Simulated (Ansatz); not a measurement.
# Ni: properties at the relaxed cell

One table from this session's results is given with a row withheld; the runs are named, their logs left out.

This is Ni in the bcc structure; at room conditions it is fcc.

Method: DFT PBEsol, scalar-relativistic, plane waves, PAW, in Ansatz 0.2.0.

1 further run of the same task is left out (set aside as unsound or not needed).

## The system as given

It takes space group Im-3m (No. 229, cubic). The conventional cell has a = 2.755 Å, b = 2.755 Å, c = 2.755 Å, α = 90.00°, β = 90.00°, γ = 90.00°. Ni (site symmetry m-3m) has 8 Ni at 2.39 Å as nearest neighbours.

As a file:

```cif
data_structure
_symmetry_space_group_name_H-M 'P 1'
_symmetry_Int_Tables_number 1
_cell_length_a 2.3860
_cell_length_b 2.3860
_cell_length_c 2.3860
_cell_angle_alpha 109.471
_cell_angle_beta 109.471
_cell_angle_gamma 109.471
_cell_volume 10.46
loop_
_atom_site_label
_atom_site_type_symbol
_atom_site_fract_x
_atom_site_fract_y
_atom_site_fract_z
_atom_site_occupancy
Ni1 Ni 0.00000 0.00000 0.00000 1
```

It goes back to an entry of the Materials Project, which need not be the stable form.

This cell was relaxed beforehand with the same method: volume 10.46 Å³/atom, gap on the mesh none (metal), site moments up to 0.5 μB.

The first run:

Input file input.yaml:

```yaml
crystal:
  lattice:
    - [-1.3775377809, 1.3775377809, 1.3775377809]
    - [1.3775377809, -1.3775377809, 1.3775377809]
    - [1.3775377809, 1.3775377809, -1.3775377809]
  atoms:
    - { symbol: Ni, position: [0.0, 0.0, 0.0], spin: 0.6 }
basis:
  ecutwfc: 420
kpoints:
  mp_grid: { grid: [22, 22, 22] }
  band_path:
    path:
      - [[0.0, 0.0, 0.0], [0.5, -0.5, 0.5], [0.0, 0.0, 0.5], [0.0, 0.0, 0.0], [0.25, 0.25, 0.25], [0.5, -0.5, 0.5]]
      - [[0.25, 0.25, 0.25], [0.0, 0.0, 0.5]]
    npoints: 14
hamiltonian:
  xc: pbesol
scf:
  occupations: { method: gaussian, width: 0.1 }
  n_extra_bands: 6
output:
  forces: true
  stress: true
  eigenvalues: true
  populations: true
  dos: { projected: true, de: 0.02, nscf_kmesh: { grid: [33, 33, 33] } }
  bader: true
magnetization:
  spin_polarized: true
checkpoint:
  read: start.run
  write: ck
  compress: false
  write_wavefunctions: false
  write_every: 100000
```

On the command line:

```sh
ansatz run input.yaml --threads 1 --pin off --max-ram 2560MiB --backend cpu --events-out ev --progress --plain --runs-dir out
```

Steps of the session up to this table: Bands, states and charges; Back to the database's cell; Point at V/V0 = 0.97; The cell scaled to 1.03 of its volume; The cell scaled to 0.94 of its volume; Point at V/V0 = 1.06; Point at V/V0 = 0.91; The cell scaled to 1.10 of its volume; The cell scaled to 0.88 of its volume.

One of the session's tables, all rows but one given; the rest of the session is left out.

It belongs to the step «Equation of state». 

| volume (Å³/atom) | energy above the lowest point (meV/atom) | pressure (GPa) | largest moment (μB) |
| --- | --- | --- | --- |
| 9.201 | 132.3 | 37.35 | 0.11 |
| 9.515 | 70.4 | 25.94 | 0.40 |
| 9.829 | 29.5 | 15.87 | 0.47 |
| 10.142 | 7.0 | 7.30 | 0.52 |
| 10.456 | 0.0 | 0.05 | 0.55 |
| 10.770 | 6.2 | -6.07 | 0.57 |
| 11.083 | ? | ? | ? |
| 11.502 | 60.6 | -16.78 | 0.61 |

Q: Estimate the row for volume (Å³/atom) = 11.083 from the others.

Worked estimate for «energy above the lowest point (meV/atom)». A straight line through the neighbours (10.770, 6.2) and (11.502, 60.6) gives 6.2 + (60.6 − 6.2) × (11.083 − 10.770) / (11.502 − 10.770) = 29.5; a parabola fitted to 3 rows on both sides gives 22.6.

As computed: energy above the lowest point (meV/atom): 23.4; pressure (GPa): -11.21; largest moment (μB): 0.59. In «energy above the lowest point (meV/atom)» the line misses by +6.1 and the parabola by -0.8.

Limits of these values: Warnings in the runs' records: stability check not made.
